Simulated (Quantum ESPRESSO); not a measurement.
The system is Co.

```
Co
1.0
     2.50700    0.00000    0.00000
    -1.25350    2.17113    0.00000
     0.00000    0.00000    4.06900
Co
2
Direct
  0.33333 0.66667 0.25000
  0.66667 0.33333 0.75000
```

Base run:

```yaml
Program: Quantum ESPRESSO 7.5
Functional: PBE
Potentials_or_basis: SSSP 1.3 efficiency PBE
Cutoff: 748 eV
Density_cutoff: 5987 eV
k_mesh: 16 × 16 × 10
Occupations: fermi-dirac, width 0.05 eV
Spin: collinear spin, ferromagnetic start
Starting_moments: "[2.0, 2.0] μB"
```

Its results: band gap on the k mesh none (metal or under the smearing width); pressure -4.1 GPa; net moment 3.30 μB per cell; site moments Co +1.74 μB.

Task: The run is repeated on the same cell with these changes: hubbard terms from none to Co d U = 2 eV. What comes out?

Result: Band gap on the k mesh none (metal or under the smearing width); pressure -0.3 GPa; net moment 3.59 μB per cell; site moments Co +1.91 μB.

Caveats: the U is typed as a test and isn't derived for this compound (some runs).

Not every run made on this cell is shown here.
